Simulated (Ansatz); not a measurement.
# AsH5OSi: the cost of one run

Program: Ansatz 0.2.0, Gaussian basis. Level of theory: PBE0-D4/def2-TZVP structures, single points in def2-TZVPP, no counterpoise correction. These are calculated values, not measurements.

Levels: SPW92, PBE-D4, BLYP-D4, r2SCAN-D4, B97M-V, PBE0-D4, B3LYP-D4, r2SCAN0-D4, BHLYP-D4, CAM-B3LYP-D4, wB97X-V, wB97M-V, B2PLYP, PBE-QIDH, RPA on PBE, Hartree-Fock, MP2, CCSD, CCSD(T).

Correlated methods freeze the cores. Filled d shells of the heavier atoms are correlated. B3LYP uses VWN-RPA correlation. B2PLYP carries no dispersion term here.

94 further runs of the same task are left out: 94 set aside as unsound or not needed.

### 1 The starting structure

The complex: 10 atoms, charge 0, spin multiplicity 1.

Atoms are counted from 1 here; the program's logs count them from 0.

Bond lengths: Si1–H3 1.492 Å, Si1–H4 1.492 Å, Si1–O5 1.533 Å, Si1–As7 2.565 Å, H2–H8 0.752 Å, H6–As7 1.502 Å, As7–H9 1.514 Å, As7–H10 1.502 Å. Angles: H3–Si1–H4 108.4°, H3–Si1–O5 123.6°, H3–Si1–As7 97.5°, H4–Si1–O5 123.6°, H4–Si1–As7 97.5°, O5–Si1–As7 95.9°, Si1–As7–H6 109.6°, Si1–As7–H9 135.3°, Si1–As7–H10 109.6°, H6–As7–H9 98.9°, H6–As7–H10 98.7°, H9–As7–H10 98.9°.

Geometry (Å):

```xyz
10

Si   -1.4873    0.5584    0.5983
H     2.5420    1.6005   -0.1588
H    -2.5548    0.4994   -0.4424
H    -1.9326   -0.2404    1.7772
O    -0.4388    1.6743    0.6771
H     1.3044   -1.3385    0.4283
As    0.0759   -1.1987   -0.4252
H     1.8384    1.7247    0.0742
H    -0.0674   -2.6395   -0.8663
H     0.7202   -0.6402   -1.6622
```

Its parts: AsH5OSi holds atoms 1, 3, 4, 5, 6, 7, 9, 10; H2 holds atoms 2, 8. Each part counts its atoms afresh in its own runs.

### 2 Relaxing AsH5OSi alone

The input, relax-a/in.yaml:

```yaml
crystal:
  periodic: [false, false, false]
  atoms:
    - {symbol: Si, position_ang: [-1.487329, 0.558436, 0.598336]}
    - {symbol: H, position_ang: [-2.554813, 0.499408, -0.442435]}
    - {symbol: H, position_ang: [-1.932575, -0.240415, 1.777240]}
    - {symbol: O, position_ang: [-0.438811, 1.674251, 0.677076]}
    - {symbol: H, position_ang: [1.304439, -1.338515, 0.428314]}
    - {symbol: As, position_ang: [0.075889, -1.198703, -0.425161]}
    - {symbol: H, position_ang: [-0.067438, -2.639462, -0.866337]}
    - {symbol: H, position_ang: [0.720221, -0.640200, -1.662187]}
basis:
  gaussian: {orbitals: def2-TZVP}
hamiltonian: {xc: pbe0, dispersion: d4}
relax: {f_tol: 0.005, max_steps: 200}
```

Run with:

```sh
> ansatz run in.yaml --threads 4 --pin off --events-out ev --progress --plain --max-ram 9574MiB
```

**Question.** How long does this run take on 4 threads of Arm Neoverse V1, shared host?

About 15 s.
